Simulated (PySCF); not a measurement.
# H2: levels of theory, part 2 of 2

The task, for H2: compare levels of theory; the runs are relaxation and vibrations and intensities.

PySCF 2.14.0; relaxation, HF, aug-cc-pvtz, and further levels as typed in the inputs. The steps go on from the part before.

## (4) Relaxation: relaxation, pbe, aug-cc-pvtz

run.py

```python
from pyscf import gto, dft
from pyscf.geomopt.geometric_solver import optimize
mol = gto.M(atom="mol.xyz", basis="aug-cc-pvtz", verbose=4)
mf = dft.RKS(mol, xc="pbe").density_fit().run(conv_tol=1e-9)
m = optimize(mf, maxsteps=60)
print("optimised structure (A):")
for k in range(m.natm): print(m.atom_symbol(k), *(f"{x:.8f}" for x in m.atom_coords(unit="A")[k]))
```

The run is started by

```console
$ python run.py
```

Log:

```text
[INPUT] num. atoms = 2
[INPUT] num. electrons = 2
[INPUT] charge = 0
[INPUT] spin (= nelec alpha-beta = 2S) = 0
[INPUT] symmetry False subgroup None
[INPUT] Mole.unit = angstrom
[INPUT] Symbol           X                Y                Z      unit          X                Y                Z       unit  Magmom
[INPUT]  1 H      0.000000000000   0.000000000000   0.000000000000 AA    0.000000000000   0.000000000000   0.000000000000 Bohr   0.0
[INPUT]  2 H      0.000000000000   0.000000000000   0.740000000000 AA    0.000000000000   0.000000000000   1.398397332178 Bohr   0.0

nuclear repulsion = 0.715104339081081
number of shells = 18
number of NR pGTOs = 50
number of NR cGTOs = 46
basis = aug-cc-pvtz
ecp = {}

******** <class 'pyscf.df.df_jk.DFRKS'> ********
method = DFRKS
initial guess = minao
damping factor = 0
level_shift factor = 0
DIIS = <class 'pyscf.scf.diis.CDIIS'>
diis_start_cycle = 1
diis_space = 8
diis_damp = 0
SCF conv_tol = 1e-09
SCF conv_tol_grad = None
SCF max_cycles = 50
direct_scf = False
XC library pyscf.dft.libxc version 7.0.0
    S. Lehtola, C. Steigemann, M. J.T. Oliveira, and M. A.L. Marques.,  SoftwareX 7, 1–5 (2018)
XC functionals = pbe
    J. P. Perdew, K. Burke, and M. Ernzerhof.,  Phys. Rev. Lett. 77, 3865 (1996)
    J. P. Perdew, K. Burke, and M. Ernzerhof.,  Phys. Rev. Lett. 78, 1396 (1997)
    J. P. Perdew, K. Burke, and M. Ernzerhof.,  Phys. Rev. Lett. 77, 3865 (1996)
    J. P. Perdew, K. Burke, and M. Ernzerhof.,  Phys. Rev. Lett. 78, 1396 (1997)
radial grids:
    Treutler-Ahlrichs [JCP 102, 346 (1995); DOI:10.1063/1.469408] (M4) radial grids

becke partition: Becke, JCP 88, 2547 (1988); DOI:10.1063/1.454033
pruning grids: <function nwchem_prune at 0x754e59667100>
grids dens level: 3
symmetrized grids: False
atomic radii adjust function: <function treutler_atomic_radii_adjust at 0x754e5968c0e0>
small_rho_cutoff = 0
Set gradient conv threshold to 3.16228e-05
Initial guess from minao.
tot grids = 19616
init E= -0.962333343705252
  HOMO = -0.427247350392841  LUMO = -0.000711811955631025  gap/eV = 11.60662
cycle= 1 E= -1.16463508850934  delta_E= -0.202  |g|= 0.059  |ddm|= 0.666
  HOMO = -0.365156352825067  LUMO = 0.0146264278749589  gap/eV = 10.33442
cycle= 2 E= -1.16590390803724  delta_E= -0.00127  |g|= 0.0208  |ddm|= 0.0596
  HOMO = -0.381617868968267  LUMO = 0.0103269897273363  gap/eV = 10.66536
cycle= 3 E= -1.16608810839888  delta_E= -0.000184  |g|= 0.000141  |ddm|= 0.0156
  HOMO = -0.381477669288147  LUMO = 0.0103648447572476  gap/eV = 10.66258
cycle= 4 E= -1.16608811685723  delta_E= -8.46e-09  |g|= 5.49e-06  |ddm|= 0.000155
  HOMO = -0.381483560845255  LUMO = 0.0103612515919426  gap/eV = 10.66264
cycle= 5 E= -1.16608811686998  delta_E= -1.27e-11  |g|= 1.28e-07  |ddm|= 4.1e-06
  HOMO = -0.381483409271691  LUMO = 0.0103613235471935  gap/eV = 10.66264
Extra cycle  E= -1.16608811686999  delta_E= -4.66e-15  |g|= 4.24e-08  |ddm|= 1.19e-07
converged SCF energy = -1.16608811686999
Create scanner for <class 'pyscf.df.grad.rks.Gradients'>
Create scanner for <class 'pyscf.df.df_jk.DFRKS'>

Geometry optimization cycle 1
Cartesian coordinates (Angstrom)
 Atom        New coordinates             dX        dY        dZ
   H   0.000000   0.000000   0.000000    0.000000  0.000000  0.000000
   H   0.000000   0.000000   0.740000    0.000000  0.000000  0.000000

WARN: Mole.unit (angstrom) is changed to Bohr

New geometry
   1 H      0.000000000000   0.000000000000   0.000000000000 AA    0.000000000000   0.000000000000   0.000000000000 Bohr
   2 H      0.000000000000   0.000000000000   0.740000000000 AA    0.000000000000   0.000000000000   1.398397332178 Bohr

******** <class 'pyscf.scf.hf.DFRKS_Scanner'> ********
method = DFRKS_Scanner
initial guess = minao
damping factor = 0
level_shift factor = 0
DIIS = <class 'pyscf.scf.diis.CDIIS'>
diis_start_cycle = 1
diis_space = 8
diis_damp = 0
SCF conv_tol = 1e-09
SCF conv_tol_grad = None
SCF max_cycles = 50
direct_scf = False
XC library pyscf.dft.libxc version 7.0.0
    S. Lehtola, C. Steigemann, M. J.T. Oliveira, and M. A.L. Marques.,  SoftwareX 7, 1–5 (2018)
XC functionals = pbe
    J. P. Perdew, K. Burke, and M. Ernzerhof.,  Phys. Rev. Lett. 77, 3865 (1996)
    J. P. Perdew, K. Burke, and M. Ernzerhof.,  Phys. Rev. Lett. 78, 1396 (1997)
    J. P. Perdew, K. Burke, and M. Ernzerhof.,  Phys. Rev. Lett. 77, 3865 (1996)
    J. P. Perdew, K. Burke, and M. Ernzerhof.,  Phys. Rev. Lett. 78, 1396 (1997)
radial grids:
    Treutler-Ahlrichs [JCP 102, 346 (1995); DOI:10.1063/1.469408] (M4) radial grids

becke partition: Becke, JCP 88, 2547 (1988); DOI:10.1063/1.454033
pruning grids: <function nwchem_prune at 0x754e59667100>
grids dens level: 3
symmetrized grids: False
atomic radii adjust function: <function treutler_atomic_radii_adjust at 0x754e5968c0e0>
small_rho_cutoff = 0
Set gradient conv threshold to 3.16228e-05
tot grids = 19616
init E= -1.16608811686999
  HOMO = -0.381483454890048  LUMO = 0.0103613122483913  gap/eV = 10.66264
cycle= 1 E= -1.16608811686999  delta_E=    0  |g|= 1.51e-08  |ddm|= 4.26e-08
  HOMO = -0.381483438599895  LUMO = 0.0103613166022538  gap/eV = 10.66264
Extra cycle  E= -1.16608811686999  delta_E= 2.22e-16  |g|= 5.34e-09  |ddm|= 1.52e-08
converged SCF energy = -1.16608811686999

******** <class 'pyscf.grad.rhf.Gradients_Scanner'> for <class 'pyscf.scf.hf.DFRKS_Scanner'> ********
unit = Eh/Bohr
grid_response = False
--------------- DFRKS_Scanner gradients ---------------
         x                y                z
0 H    -0.0000000000     0.0000000000     0.0075618467
1 H     0.0000000000    -0.0000000000    -0.0075618467
----------------------------------------------
cycle 1: E = -1.16608811687  dE = -1.16609  norm(grad) = 0.0106941

Geometry optimization cycle 2
Cartesian coordinates (Angstrom)
 Atom        New coordinates             dX        dY        dZ
   H   0.000000  -0.000000  -0.005112    0.000000 -0.000000 -0.005112
   H  -0.000000   0.000000   0.745112   -0.000000  0.000000  0.005112
New geometry
   1 H      0.000000000000  -0.000000000000  -0.005111926545 AA    0.000000000000  -0.000000000000  -0.009660141138 Bohr
   2 H     -0.000000000000   0.000000000000   0.745111926545 AA   -0.000000000000   0.000000000000   1.408057473317 Bohr

******** <class 'pyscf.scf.hf.DFRKS_Scanner'> ********
method = DFRKS_Scanner
initial guess = minao
damping factor = 0
level_shift factor = 0
DIIS = <class 'pyscf.scf.diis.CDIIS'>
diis_start_cycle = 1
diis_space = 8
diis_damp = 0
SCF conv_tol = 1e-09
SCF conv_tol_grad = None
SCF max_cycles = 50
direct_scf = False
XC library pyscf.dft.libxc version 7.0.0
    S. Lehtola, C. Steigemann, M. J.T. Oliveira, and M. A.L. Marques.,  SoftwareX 7, 1–5 (2018)
XC functionals = pbe
    J. P. Perdew, K. Burke, and M. Ernzerhof.,  Phys. Rev. Lett. 77, 3865 (1996)
    J. P. Perdew, K. Burke, and M. Ernzerhof.,  Phys. Rev. Lett. 78, 1396 (1997)
    J. P. Perdew, K. Burke, and M. Ernzerhof.,  Phys. Rev. Lett. 77, 3865 (1996)
    J. P. Perdew, K. Burke, and M. Ernzerhof.,  Phys. Rev. Lett. 78, 1396 (1997)
radial grids:
    Treutler-Ahlrichs [JCP 102, 346 (1995); DOI:10.1063/1.469408] (M4) radial grids

becke partition: Becke, JCP 88, 2547 (1988); DOI:10.1063/1.454033
pruning grids: <function nwchem_prune at 0x754e59667100>
grids dens level: 3
symmetrized grids: False
atomic radii adjust function: <function treutler_atomic_radii_adjust at 0x754e5968c0e0>
small_rho_cutoff = 0
Set gradient conv threshold to 3.16228e-05
tot grids = 19616
init E= -1.16337654790969
  HOMO = -0.382578605972551  LUMO = 0.00779753530565575  gap/eV = 10.62268
cycle= 1 E= -1.16616372504345  delta_E= -0.00279  |g|= 0.00141  |ddm|= 0.0033
  HOMO = -0.379241194946358  LUMO = 0.0094226348367667  gap/eV = 10.57608
cycle= 2 E= -1.16616460712307  delta_E= -8.82e-07  |g|= 0.000536  |ddm|= 0.00161
  HOMO = -0.379668653248667  LUMO = 0.00928996005111438  gap/eV = 10.58410
cycle= 3 E= -1.16616472848683  delta_E= -1.21e-07  |g|= 8.96e-06  |ddm|= 0.000395
  HOMO = -0.379677623590677  LUMO = 0.00928093879901687  gap/eV = 10.58410
cycle= 4 E= -1.16616472851477  delta_E= -2.79e-11  |g|= 9.13e-08  |ddm|= 6.02e-06
  HOMO = -0.379677703573423  LUMO = 0.00928085718968158  gap/eV = 10.58410
Extra cycle  E= -1.16616472851477  delta_E= -3.11e-15  |g|= 2.3e-08  |ddm|= 7.64e-08
converged SCF energy = -1.16616472851477

******** <class 'pyscf.grad.rhf.Gradients_Scanner'> for <class 'pyscf.scf.hf.DFRKS_Scanner'> ********
unit = Eh/Bohr
grid_response = False
--------------- DFRKS_Scanner gradients ---------------
         x                y                z
0 H     0.0000000000     0.0000000000     0.0004462141
1 H    -0.0000000000    -0.0000000000    -0.0004462141
----------------------------------------------
cycle 2: E = -1.16616472851  dE = -7.66116e-05  norm(grad) = 0.000631042

Geometry optimization cycle 3
Cartesian coordinates (Angstrom)
 Atom        New coordinates             dX        dY        dZ
   H  -0.000000  -0.000000  -0.005432   -0.000000 -0.000000 -0.000321
   H   0.000000   0.000000   0.745432    0.000000  0.000000  0.000321
New geometry
   1 H     -0.000000000000  -0.000000000000  -0.005432490283 AA   -0.000000000000  -0.000000000000  -0.010265918809 Bohr
   2 H      0.000000000000   0.000000000000   0.745432490283 AA    0.000000000000   0.000000000000   1.408663250988 Bohr

******** <class 'pyscf.scf.hf.DFRKS_Scanner'> ********
method = DFRKS_Scanner
initial guess = minao
damping factor = 0
level_shift factor = 0
DIIS = <class 'pyscf.scf.diis.CDIIS'>
diis_start_cycle = 1
diis_space = 8
diis_damp = 0
SCF conv_tol = 1e-09
SCF conv_tol_grad = None
SCF max_cycles = 50
direct_scf = False
XC library pyscf.dft.libxc version 7.0.0
    S. Lehtola, C. Steigemann, M. J.T. Oliveira, and M. A.L. Marques.,  SoftwareX 7, 1–5 (2018)
XC functionals = pbe
    J. P. Perdew, K. Burke, and M. Ernzerhof.,  Phys. Rev. Lett. 77, 3865 (1996)
    J. P. Perdew, K. Burke, and M. Ernzerhof.,  Phys. Rev. Lett. 78, 1396 (1997)
    J. P. Perdew, K. Burke, and M. Ernzerhof.,  Phys. Rev. Lett. 77, 3865 (1996)
    J. P. Perdew, K. Burke, and M. Ernzerhof.,  Phys. Rev. Lett. 78, 1396 (1997)
radial grids:
    Treutler-Ahlrichs [JCP 102, 346 (1995); DOI:10.1063/1.469408] (M4) radial grids

becke partition: Becke, JCP 88, 2547 (1988); DOI:10.1063/1.454033
pruning grids: <function nwchem_prune at 0x754e59667100>
grids dens level: 3
symmetrized grids: False
atomic radii adjust function: <function treutler_atomic_radii_adjust at 0x754e5968c0e0>
small_rho_cutoff = 0
Set gradient conv threshold to 3.16228e-05
tot grids = 19616
init E= -1.16599178111022
  HOMO = -0.379746566815006  LUMO = 0.00911943974697571  gap/eV = 10.58158
cycle= 1 E= -1.16616500400285  delta_E= -0.000173  |g|= 8.81e-05  |ddm|= 0.000206
  HOMO = -0.379538075677365  LUMO = 0.00922087849148034  gap/eV = 10.57867
cycle= 2 E= -1.16616500744358  delta_E= -3.44e-09  |g|= 3.35e-05  |ddm|= 0.000101
  HOMO = -0.379564766841984  LUMO = 0.00921257555038785  gap/eV = 10.57917
cycle= 3 E= -1.16616500791654  delta_E= -4.73e-10  |g|= 5.7e-07  |ddm|= 2.47e-05
  HOMO = -0.379565480528433  LUMO = 0.00921197498047144  gap/eV = 10.57917
Extra cycle  E= -1.16616500791664  delta_E= -1.01e-13  |g|= 1.76e-07  |ddm|= 5.17e-07
converged SCF energy = -1.16616500791664

******** <class 'pyscf.grad.rhf.Gradients_Scanner'> for <class 'pyscf.scf.hf.DFRKS_Scanner'> ********
unit = Eh/Bohr
grid_response = False
--------------- DFRKS_Scanner gradients ---------------
         x                y                z
0 H     0.0000000000    -0.0000000000     0.0000153086
1 H    -0.0000000000    -0.0000000000    -0.0000153086
----------------------------------------------
cycle 3: E = -1.16616500792  dE = -2.79402e-07  norm(grad) = 2.16496e-05
optimised structure (A):
H -0.00000000 -0.00000000 -0.00543249
H 0.00000000 0.00000000 0.74543249
```

It took 1.4 s on 2 threads of Intel Xeon 6975P-C (Granite Rapids), shared host.

## (5) Vibrations and intensities: vibrations and intensities, pbe, aug-cc-pvtz

It takes the final geometry of step 4.

run.py

```python
from pyscf import gto, dft
from pyscf.hessian import thermo
import numpy as np
mol = gto.M(atom="mol.xyz", basis="aug-cc-pvtz", verbose=4)
mf = dft.RKS(mol, xc="pbe").density_fit().run(conv_tol=1e-9)
mol.verbose = 0; x = mol.atom_coords(); n = x.size; h = np.zeros((n, n + 3))
def point(d):  # for finite differences of the forces
    m = mol.set_geom_(x + d.reshape(-1, 3), unit="Bohr", inplace=False); s = dft.RKS(m, xc="pbe").density_fit()
    s.grids.level = 4
    s.run(mf.make_rdm1(), conv_tol=1e-10); g = s.nuc_grad_method(); g.grid_response = True
    return np.append(g.kernel(), s.dip_moment(unit="AU", verbose=0))
for k in range(n): d = np.zeros(n); d[k] = 0.01; h[k] = (point(d) - point(-d)) / 0.02
H = (h[:, :n] + h[:, :n].T) / 2
f = thermo.harmonic_analysis(mol, H.reshape(mol.natm, 3, mol.natm, 3).transpose(0, 2, 1, 3))
print("harmonic vibrations: frequency (1/cm), infrared intensity (km/mol)")
for w, q in zip(f["freq_wavenumber"], f["norm_mode"]): t = q.ravel() @ h[:, n:]; print(f"  {w.real - w.imag:9.2f} {974.88 * t @ t:9.2f}")
```

The run is started by

```console
$ python run.py
```

Log:

```text
[INPUT] num. atoms = 2
[INPUT] num. electrons = 2
[INPUT] charge = 0
[INPUT] spin (= nelec alpha-beta = 2S) = 0
[INPUT] symmetry False subgroup None
[INPUT] Mole.unit = angstrom
[INPUT] Symbol           X                Y                Z      unit          X                Y                Z       unit  Magmom
[INPUT]  1 H      0.000000000000   0.000000000000  -0.005432490000 AA    0.000000000000   0.000000000000  -0.010265918274 Bohr   0.0
[INPUT]  2 H      0.000000000000   0.000000000000   0.745432490000 AA    0.000000000000   0.000000000000   1.408663250453 Bohr   0.0

nuclear repulsion = 0.704756813828233
number of shells = 18
number of NR pGTOs = 50
number of NR cGTOs = 46
basis = aug-cc-pvtz
ecp = {}

******** <class 'pyscf.df.df_jk.DFRKS'> ********
method = DFRKS
initial guess = minao
damping factor = 0
level_shift factor = 0
DIIS = <class 'pyscf.scf.diis.CDIIS'>
diis_start_cycle = 1
diis_space = 8
diis_damp = 0
SCF conv_tol = 1e-09
SCF conv_tol_grad = None
SCF max_cycles = 50
direct_scf = False
XC library pyscf.dft.libxc version 7.0.0
    S. Lehtola, C. Steigemann, M. J.T. Oliveira, and M. A.L. Marques.,  SoftwareX 7, 1–5 (2018)
XC functionals = pbe
    J. P. Perdew, K. Burke, and M. Ernzerhof.,  Phys. Rev. Lett. 77, 3865 (1996)
    J. P. Perdew, K. Burke, and M. Ernzerhof.,  Phys. Rev. Lett. 78, 1396 (1997)
    J. P. Perdew, K. Burke, and M. Ernzerhof.,  Phys. Rev. Lett. 77, 3865 (1996)
    J. P. Perdew, K. Burke, and M. Ernzerhof.,  Phys. Rev. Lett. 78, 1396 (1997)
radial grids:
    Treutler-Ahlrichs [JCP 102, 346 (1995); DOI:10.1063/1.469408] (M4) radial grids

becke partition: Becke, JCP 88, 2547 (1988); DOI:10.1063/1.454033
pruning grids: <function nwchem_prune at 0x7276b4b6f1a0>
grids dens level: 3
symmetrized grids: False
atomic radii adjust function: <function treutler_atomic_radii_adjust at 0x7276b4ba4180>
small_rho_cutoff = 0
Set gradient conv threshold to 3.16228e-05
[... 1 set-up line as earlier in the session ...]
tot grids = 19616
init E= -0.962509498012224
  HOMO = -0.423415193360212  LUMO = -0.00168102835005468  gap/eV = 11.47597
cycle= 1 E= -1.16481148964418  delta_E= -0.202  |g|= 0.0568  |ddm|= 0.668
  HOMO = -0.363868022645636  LUMO = 0.0134243966870976  gap/eV = 10.26665
cycle= 2 E= -1.16599478177932  delta_E= -0.00118  |g|= 0.0199  |ddm|= 0.058
  HOMO = -0.379698837260232  LUMO = 0.00917535415511128  gap/eV = 10.58181
cycle= 3 E= -1.16616499939807  delta_E= -0.00017  |g|= 0.000143  |ddm|= 0.0151
  HOMO = -0.37956004640499  LUMO = 0.00921524806890422  gap/eV = 10.57911
cycle= 4 E= -1.16616500790599  delta_E= -8.51e-09  |g|= 5e-06  |ddm|= 0.000152
  HOMO = -0.379565459705389  LUMO = 0.00921193554710781  gap/eV = 10.57917
cycle= 5 E= -1.16616500791663  delta_E= -1.06e-11  |g|= 1.25e-07  |ddm|= 3.79e-06
  HOMO = -0.379565308153951  LUMO = 0.00921201059790216  gap/eV = 10.57917
Extra cycle  E= -1.16616500791664  delta_E= -8.44e-15  |g|= 4.18e-08  |ddm|= 1.2e-07
converged SCF energy = -1.16616500791664
harmonic vibrations: frequency (1/cm), infrared intensity (km/mol)
    4314.38      0.00
```

Wall time 5.6 s (2 threads of Intel Xeon 6975P-C (Granite Rapids), shared host).

Harmonic frequencies from the force constants, with isotope-averaged masses (PySCF's default) and rigid motions projected out (i: imaginary):

```csv
mode,cm⁻¹,IR (km/mol)
1,4314,0.0
```

## (6) The runs side by side

This closing draws on all 2 parts.

| quantity | value |
| --- | --- |
| harmonic frequencies (step 3) | 4585 cm⁻¹ |
| zero-point energy (step 3) | 0.284 eV |
| harmonic frequencies (step 5) | 4314 cm⁻¹ |
| zero-point energy (step 5) | 0.267 eV |

What this shows: In step 3 all modes are real: a minimum. In step 5 all modes are real: a minimum.
